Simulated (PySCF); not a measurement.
# C₂H₅NO₅Si: electronic excitations

Aim: predict the electronic excitations of C₂H₅NO₅Si (`O=CN[Si](O)(O)OC=O`).

Programs: PySCF 2.14.0, with density-fitted response routines of our own. Each step states its level of theory. These are calculated values for one molecule in the gas phase, unless marked as measured. Atoms count from 0, in the outputs and in this text.

## Step 1: The molecule as given

14 atoms, charge 0, multiplicity 1; geometry from: GFN2-xTB.

Bonds of the start (Å): O0–C1 1.21, C1–N2 1.35, N2–Si3 1.76, Si3–O4 1.60, Si3–O5 1.61, Si3–O6 1.68, O6–C7 1.31, C7–O8 1.20, C1–H9 1.10, N2–H10 1.01, O4–H11 0.97, O5–H12 0.97, C7–H13 1.10.

## Step 2: TDDFT and polarisability: PBE0/def2-SVPD

What the job is given:

```
{"job": {"kind": "uv", "xc": "PBE0", "basis": "def2-SVPD", "nstates": 8, "ntriplets": 3}, "charge": 0, "multiplicity": 1}
O     -2.371088     1.634482     0.574572
C     -2.340388     0.806420    -0.305827
N     -1.248918     0.110738    -0.676839
Si     0.338176     0.362687     0.034125
O      0.235300     1.479486     1.170421
O      1.381408     0.669937    -1.149179
O      0.718654    -1.098755     0.778185
C      1.820886    -1.781402     0.612742
O      2.710880    -1.521735    -0.146550
H     -3.243418     0.551913    -0.886532
H     -1.370714    -0.532334    -1.442149
H     -0.657310     1.843422     1.310684
H      2.188125     0.139313    -1.169418
H      1.837729    -2.664645     1.273600
```

Method: TDDFT PBE0/def2-SVPD, vertical, gas phase, core orbitals frozen in the response.

Command:

```bash
$ OMP_NUM_THREADS=1 python probes_run.py task.json out
```

The driver reads the jobs from task.json and runs them one after another.

The log of the run:

```text
coarse grid: 13392 points
cycle   1  E = -798.1970261360  dE =  1.857e+00  |g| = 1.381e+00  |ddm| = 6.518e+00
cycle   2  E = -797.3771984521  dE =  8.198e-01  |g| = 2.472e+00  |ddm| = 4.323e+00
cycle   3  E = -798.5256629365  dE = -1.148e+00  |g| = 4.097e-01  |ddm| = 2.916e+00
cycle   4  E = -798.5573728536  dE = -3.171e-02  |g| = 1.054e-01  |ddm| = 4.541e-01
cycle   5  E = -798.5593736507  dE = -2.001e-03  |g| = 2.154e-02  |ddm| = 1.297e-01
cycle   6  E = -798.5594658025  dE = -9.215e-05  |g| = 8.508e-03  |ddm| = 3.145e-02
cycle   7  E = -798.5594776811  dE = -1.188e-05  |g| = 3.609e-03  |ddm| = 1.106e-02
cycle   8  E = -798.5594801860  dE = -2.505e-06  |g| = 7.627e-04  |ddm| = 4.550e-03
final grid: 128240 points
cycle   9  E = -798.6880259018  dE = -1.285e-05  |g| = 1.526e-02  |ddm| = 1.069e-01
cycle  10  E = -798.6879217550  dE =  1.041e-04  |g| = 2.780e-02  |ddm| = 3.622e-02
cycle  11  E = -798.6880679633  dE = -1.462e-04  |g| = 2.985e-03  |ddm| = 2.494e-02
cycle  12  E = -798.6880696729  dE = -1.710e-06  |g| = 2.089e-04  |ddm| = 2.823e-03
cycle  13  E = -798.6880696796  dE = -6.783e-09  |g| = 1.152e-04  |ddm| = 3.854e-04
cycle  14  E = -798.6880696822  dE = -2.570e-09  |g| = 4.484e-05  |ddm| = 1.558e-04
cycle  15  E = -798.6880696825  dE = -3.270e-10  |g| = 1.887e-05  |ddm| = 5.528e-05
converged SCF energy = -798.6880696825

Static polarisability (au): isotropic 69.167, principal 59.403 62.440 85.657

Singlet excitations
state   eV       nm        f      main configurations
  1   5.7071    217.2   0.00092   H->L+1 0.77, H->L 0.21
  2   5.9075    209.9   0.00136   H-2->L 0.70, H-1->L 0.17
  3   6.9991    177.1   0.00145   H->L 0.77, H->L+1 0.21
  4   7.1968    172.3   0.09194   H-1->L 0.58, H->L+2 0.20, H-2->L 0.12
  5   7.3860    167.9   0.00365   H->L+2 0.42, H-1->L+1 0.23, H-1->L 0.21
  6   7.6522    162.0   0.00545   H-1->L+2 0.82, H-2->L+2 0.09
  7   7.7440    160.1   0.16517   H-1->L+1 0.62, H->L+2 0.26
  8   7.8150    158.6   0.01838   H-2->L+1 0.81

Triplet excitations (Tamm-Dancoff, eV): 5.1851 5.3266 5.5682
```

Run time: 1.7 min. Hardware: 1 thread of Arm Neoverse N1, shared host; peak memory 0.95 GiB.

Frontier orbitals and where they lie:

```csv
orbital,eV,atoms
HOMO−3,-9.75,"O4 48 %, O5 21 %, O6 8 %"
HOMO−2,-9.01,"O8 53 %, C7 10 %, O5 7 %"
HOMO−1,-8.87,"N2 37 %, O0 26 %, O8 11 %"
HOMO,-8.41,"O0 62 %, C1 13 %, H9 8 %"
LUMO,-0.75,"C7 37 %, O8 26 %, O6 14 %"
LUMO+1,-0.37,"C1 36 %, O0 23 %, N2 15 %"
LUMO+2,0.07,"Si3 25 %, H10 20 %, C1 13 %"
```

With each of the 8 states as a Gaussian band of 0.4 eV half-width at 1/e, the curve within the window shown has maxima at 213 nm (ε 87), 161 nm (ε 8,300) L/(mol cm). Beyond the last state computed it falls off for lack of states. The curve at chosen wavelengths:

nm, ε (L/mol/cm) and a bar:
```
      153       3336 ############
      157       6690 ########################
      160       8191 ##############################
      164       7944 #############################
      167       6913 #########################
      171       5541 ####################
      174       4523 #################
      178       3024 ###########
      181       1952 #######
      185        899 ###
      189        339 #
      192        151 #
      196         60 
      199         48 
      203         58 
      206         71 
      210         84 
      214         87 
      217         81 
      221         68 
      224         55 
      228         38 
      231         28 
      235         17 
      238         11 
      242          6
```

Further results of this job:

```csv
property,computed
dipole moment (D),3.83
polarisability (Å³),10.25
HOMO–LUMO gap (eV),7.67
−ε(HOMO) (eV),8.41
```

## Step 3: Results

```
                                quantity                        value
         lowest singlet (PBE0/def2-SVPD)  5.71 eV (217 nm), f = 0.001
brightest single state of those computed  state 7, 7.74 eV, f = 0.165
                          lowest triplet                      5.19 eV
```

In words: The lowest singlet, at 5.71 eV, is HOMO→LUMO+1 0.77, HOMO→LUMO 0.21 and is dark; of the 8 states computed, the strongest absorption comes from state 7 at 7.74 eV. The lowest triplet lies 0.52 eV below the lowest singlet (triplets in Tamm-Dancoff, singlets in full TDDFT).
